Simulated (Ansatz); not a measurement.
VBiO4, 12 atoms in the cell. Symmetry: C2/c, No. 15, monoclinic system. Conventional cell: a = 7.338 Å, b = 11.748 Å, c = 5.177 Å, α = 90.00°, β = 134.88°, γ = 90.00°. Bi (site symmetry 2) has 8 O at 2.43 to 2.54 Å as nearest neighbours. V (site symmetry 2) is surrounded by 4 O at 1.75 to 1.77 Å. O (site symmetry 1) is surrounded by 1 V at 1.77 Å. O (site symmetry 1) has 1 V at 1.75 Å as nearest neighbours. The cell is a database's computed one.

- Program: Ansatz 0.2.0
- Task: single point
- Functional: PBEsol
- Potentials or basis: Ansatz PAW
- Cutoff: 420 eV (not typed: the program's choice for these potentials)
- k mesh: 6 × 6 × 7
- Occupations: fermi-dirac, width 0.05 eV
- Spin: collinear spin, random start
- Starting moments: [0.0, 0.0, 1.54, 0.02, 0.0, 0.0, 0.0, 0.0, 0.0, 0.0, 0.0, 0.0] μB

Potentials or basis: Ansatz PAW.

The run is started by

```bash
$ ansatz run input.yaml --threads 4 --pin off --max-ram 11264MiB --backend cpu --events-out ev --progress --plain --runs-dir out
```

Hardware: 4 threads of Arm Neoverse V2, with other jobs on the host.

Task: How long does it take, and how much memory?

Result: Run time: 51 s on 4 threads of Arm Neoverse V2 (shared host), peak memory 1.3 GiB. Counts: scf iterations 13, plane waves 3123, k points 76, bands 65.
